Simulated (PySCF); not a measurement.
# DyH12N4 (Dy(NH3)43+): the cost of one run

The runs use PySCF 2.14.0; PBE0, Dy lcecp-1-SVP with ECP55, N def2-SVP, H def2-SVP; scalar-relativistic core potentials, no spin–orbit coupling.

1 further run of the same task is left out (for a known fault of the program).

## (1) Starting geometry

17 atoms, charge 3, spin multiplicity 1.

Bond lengths: Dy1–N2 2.507 Å, Dy1–N6 2.507 Å, Dy1–N10 2.507 Å, Dy1–N14 2.507 Å, N2–H3 1.020 Å, N2–H4 1.020 Å, N2–H5 1.020 Å, N6–H7 1.020 Å, N6–H8 1.020 Å, N6–H9 1.020 Å, N10–H11 1.020 Å, N10–H12 1.020 Å, N10–H13 1.020 Å, N14–H15 1.020 Å, N14–H16 1.020 Å, N14–H17 1.020 Å. Angles: N2–Dy1–N6 109.5°, N2–Dy1–N10 109.5°, N2–Dy1–N14 109.5°, N6–Dy1–N10 109.5°, N6–Dy1–N14 109.5°, N10–Dy1–N14 109.5°, Dy1–N2–H3 113.0°, Dy1–N2–H4 113.0°, Dy1–N2–H5 113.0°, H3–N2–H4 105.8°, H3–N2–H5 105.8°, H4–N2–H5 105.8°, Dy1–N6–H7 113.0°, Dy1–N6–H8 113.0°, Dy1–N6–H9 113.0°, H7–N6–H8 105.8°, H7–N6–H9 105.8°, H8–N6–H9 105.8° and more.

Coordinates:

```xyz
17

Dy    0.00000    0.00000    0.00000
N     1.44770    1.44770    1.44770
H     1.29410    1.29410    2.44430
H     2.44430    1.29410    1.29410
H     1.29410    2.44430    1.29410
N    -1.44770   -1.44770    1.44770
H    -1.29410   -1.29410    2.44430
H    -2.44430   -1.29410    1.29410
H    -1.29410   -2.44430    1.29410
N     1.44770   -1.44770   -1.44770
H     2.06090   -2.06090   -0.91060
H     0.91060   -2.06090   -2.06090
H     2.06090   -0.91060   -2.06090
N    -1.44770    1.44770   -1.44770
H    -2.06090    2.06090   -0.91060
H    -0.91060    2.06090   -2.06090
H    -2.06090    0.91060   -2.06090
```

Formal oxidation states: Dy +3. Each metal's 9 4f electrons lie in its core potential, so multiplicities, spins and levels count the valence alone.

## (2) SCF at the start, singlet

run.py (the lines that set the calculation) reads:

```python
mol = gto.M(atom='''
Dy     0.00000     0.00000     0.00000
N      1.44770     1.44770     1.44770
H      1.29410     1.29410     2.44430
H      2.44430     1.29410     1.29410
H      1.29410     2.44430     1.29410
N     -1.44770    -1.44770     1.44770
H     -1.29410    -1.29410     2.44430
H     -2.44430    -1.29410     1.29410
H     -1.29410    -2.44430     1.29410
N      1.44770    -1.44770    -1.44770
H      2.06090    -2.06090    -0.91060
H      0.91060    -2.06090    -2.06090
H      2.06090    -0.91060    -2.06090
N     -1.44770     1.44770    -1.44770
H     -2.06090     2.06090    -0.91060
H     -0.91060     2.06090    -2.06090
H     -2.06090     0.91060    -2.06090''',
    basis={'Dy': 'lcecp-1-SVP', 'N': 'def2-SVP', 'H': 'def2-SVP'},
    ecp={'Dy': 'lcecp-1-SVP'},
    charge=3, spin=0)
mf = dft.RKS(mol, xc='PBE0')
mf.grids.atom_grid = (50, 194)  # f atoms: unpruned, at least (60, 302)
mf = mf.density_fit()  # fitting sets: Dy AutoAux, N def2-universal-JKFIT, H def2-universal-JKFIT
mf.conv_tol = 1e-08; mf.max_cycle = 55
mf.kernel(dm0)  # dm0: free metal ions and neutral atoms
```

Command:

```sh
$ OMP_NUM_THREADS=4 python run.py
```

What time and memory should one allow on 4 threads of Arm Neoverse V2, shared host?

About 3.4 s, with a peak of 0.99 GiB.
